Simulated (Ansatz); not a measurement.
This script makes a scan of the energy under strain of SnSe₂, space group P-3m1 with Ansatz's Python interface.

The script, `strain.py`:
```python
# -*- coding: utf-8 -*-
"""Energy of SnSe2 under shear strain, ions carried with the cell."""

import argparse
import warnings

import ansatz as az
import numpy as np
from tabulate import tabulate

parser = argparse.ArgumentParser(description="Energy of SnSe2 under shear strain, ions carried with the cell.")
parser.add_argument("--tolerance", type=float, required=True, help="SCF tolerance (eV)")
parser.add_argument("--xc", required=True, help="exchange-correlation functional")
parser.add_argument("--occupations", default="fermi_dirac", help="how the bands are filled")
parser.add_argument("--sigma", type=float, default=0.02, help="smearing width (eV)")
parser.add_argument("--cutoff", type=float, default=520.0, help="plane-wave cutoff (eV)")
parser.add_argument("--kgrid", type=int, nargs=3, required=True, help="k-point sampling")
args = parser.parse_args()

VECTORS = np.array([
    [3.811, 0.0, 0.0],
    [-1.9055, 3.300423, 0.0],
    [0.0, 0.0, 6.136],
])
SITES = [
    ("Sn", (0.0, 0.0, 0.0)),
    ("Se", (1 / 3, 2 / 3, 0.249)),
    ("Se", (2 / 3, 1 / 3, 0.751)),
]


def make_crystal(cell):
    crystal = az.Crystal(lattice=az.Lattice.of(cell))
    for symbol, position in SITES:
        crystal = crystal.atom(symbol, position)
    return crystal


def main():
    warnings.simplefilter("ignore", az.DeckWarning)

    # clamped ions: the fractional positions stay as typed
    values = np.linspace(-0.01, 0.01, 7)
    energies = []
    for d in values:
        strain = np.array([[0, d / 2, 0], [d / 2, 0, 0], [0, 0, 0]])
        cell = VECTORS @ (np.eye(3) + strain)
        setup = (
            make_crystal(cell).calculation()
            .scf(tolerance=args.tolerance)
            .functional(args.xc)
            .occupations(args.occupations, width=args.sigma)
            .basis(args.cutoff)
            .kpoints(*args.kgrid)
        )
        r = setup.run().report
        energies.append(r["free_energy_ev"] / len(SITES))
        print(f"d = {d:+.4f}  F = {energies[-1]:.5f} eV/atom")
    energies = np.array(energies)

    print(tabulate(zip(values, 1000 * (energies - energies.min())), headers=["strain", "dE (meV/atom)"], floatfmt=".3f"))
    curvature = 2 * np.polyfit(values, energies, 3)[1]
    volume = abs(np.linalg.det(VECTORS)) / len(SITES)
    print(f"d2E/dd2 over the volume: {curvature / volume * 160.21766:.1f} GPa")


if __name__ == "__main__":
    main()
```

How much energy does this shear strain cost, and what curvature follows?

Against the unstrained cell the energy per atom changes by +0.32 meV at one end of the scan and +0.32 meV at the other, and its second derivative over the volume is 40.1 GPa.

The run itself:

Output of `python strain.py --tolerance 1e-10 --xc pbesol --kgrid 6 6 4`:
```text
d = -0.0100  F = -5599.72506 eV/atom
d = -0.0067  F = -5599.72524 eV/atom
d = -0.0033  F = -5599.72534 eV/atom
d = +0.0000  F = -5599.72538 eV/atom
d = +0.0033  F = -5599.72534 eV/atom
d = +0.0067  F = -5599.72524 eV/atom
d = +0.0100  F = -5599.72506 eV/atom
  strain    dE (meV/atom)
--------  ---------------
  -0.010            0.322
  -0.007            0.143
  -0.003            0.036
   0.000            0.000
   0.003            0.036
   0.007            0.143
   0.010            0.322
d2E/dd2 over the volume: 40.1 GPa
```

Reading the output:
- Total energies depend on the potentials; only differences at equal settings carry meaning.
- The curvature belongs to this strain pattern and to the cell's stress; it equals a single elastic constant only for simple patterns.
- The structure is a deposited one; some such entries were measured under pressure or heat, so a shift against it needn't be the functional's error alone.
- The ions keep their fractional positions (clamped ions).
- It ran for 52 s on 1 thread of Intel(R) Xeon(R) Processor @ 2.30GHz, on a shared host, peak memory 0.65 GiB.
